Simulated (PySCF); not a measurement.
# CH5F2NSi: the cost of one run

The runs use PySCF 2.14.0, with density-fitted response routines of our own; the level of theory stands in each step. All values are computed, except where a source is named. Atoms count from 0, in the outputs and in this text.

## (1) The molecule as given

10 atoms, charge 0, multiplicity 1; geometry from: GFN2-xTB. The atoms were then displaced at random by about 0.01 Å, so the start is not that level's minimum.

Bonds of the start (Å): C0–N1 1.46, N1–Si2 1.72, Si2–F3 1.57, Si2–F4 1.59, C0–H5 1.06, C0–H6 1.10, C0–H7 1.11, N1–H8 1.02, Si2–H9 1.43.

## (2) Relaxing the molecule at PBE0-D3(BJ)/def2-SVP

Job settings and geometry (Å):

```
{"job": {"xc": "PBE0", "basis": "def2-SVP", "d3": "d3bj", "grid": 1, "shake": 0.01, "kind": "geom"}, "charge": 0, "multiplicity": 1}
C      1.400430     0.321020    -0.130020
N      0.180080    -0.044030     0.583360
Si    -1.356200    -0.317490    -0.129830
F     -2.323740    -0.435720     1.095860
F     -1.754560     1.002920    -0.919680
H      1.951080    -0.514050    -0.481450
H      2.027890     0.952110     0.508840
H      1.109410     0.944390    -1.004630
H      0.397070    -0.509660     1.468830
H     -1.581030    -1.420410    -1.012340
```

Command:

```sh
$ OMP_NUM_THREADS=1 python probes_run.py task.json out
```

The driver reads the jobs from task.json and runs them one after another.

**Question.** How long does this first job take on 1 thread of Intel Xeon Platinum 8259CL at 2.50GHz, shared host, and how much memory does it need?

About 35 s, with a peak of 0.42 GiB.
